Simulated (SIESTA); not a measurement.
MoPt2:

```xyz
3
Lattice="-1.3740 1.9575 4.1190 1.3740 -1.9575 4.1190 1.3740 1.9575 -4.1190" Properties=species:S:1:pos:R:3 pbc="T T T"
Pt    0.0000    0.0000    2.9080
Pt    0.0000    0.0000    5.3300
Mo    0.0000    0.0000    0.0000
```

* Program: SIESTA 5.4.2
* Task: single point
* Functional: PBEsol
* Potentials or basis: PseudoDojo 0.4 standard (PBEsol files)
* Basis: DZP (energy shift 0.003 Ry; two zetas on semicore shells)
* Grid cutoff: 800 Ry
* Energy shift: 0.003 Ry
* k mesh: 12 × 12 × 12
* Occupations: fermi-dirac, width 0.05 eV
* Spin: no spin polarisation

On this cell: pressure 16.5 GPa; largest force 5.916 eV/Å; band gap on the k mesh none (metal or under the smearing width).

The same run follows on a disturbed copy (atoms moved at random, drawn with an rms of 0.05 Å):

```xyz
3
Lattice="-1.3740 1.9575 4.1190 1.3740 -1.9575 4.1190 1.3740 1.9575 -4.1190" Properties=species:S:1:pos:R:3 pbc="T T T"
Pt    0.0195    0.0024    2.9019
Pt   -0.0091   -0.0058    5.3391
Mo    0.0032    0.0529   -0.0272
```

What does the disturbed cell give?

The energy (extrapolated to zero smearing) moves by -17.5 meV/atom; pressure 16.0 GPa; largest force 5.669 eV/Å; band gap on the k mesh none (metal or under the smearing width).

Forces in eV/Å, atoms in the order of the input:
```
Pt  -0.079  0.513 -5.645
Pt   0.054  0.538  5.358
Mo   0.024 -1.050  0.286
```

Stress tensor (GPa, compression positive):
```
 7.31 -0.05  0.24
-0.05  9.84 -0.15
 0.24 -0.15 30.71
```

Caveats: short orbitals over semicore shells can move pressures by several GPa; the basis of atomic orbitals isn't converged, which shifts pressures, moduli and gaps; so large a pressure means that the cell lies far from this level's equilibrium, or that cutoff or potentials fall short (some runs); forces of over 1 eV/Å show positions far from the minimum, so gaps and moduli don't describe the material at rest (some runs).
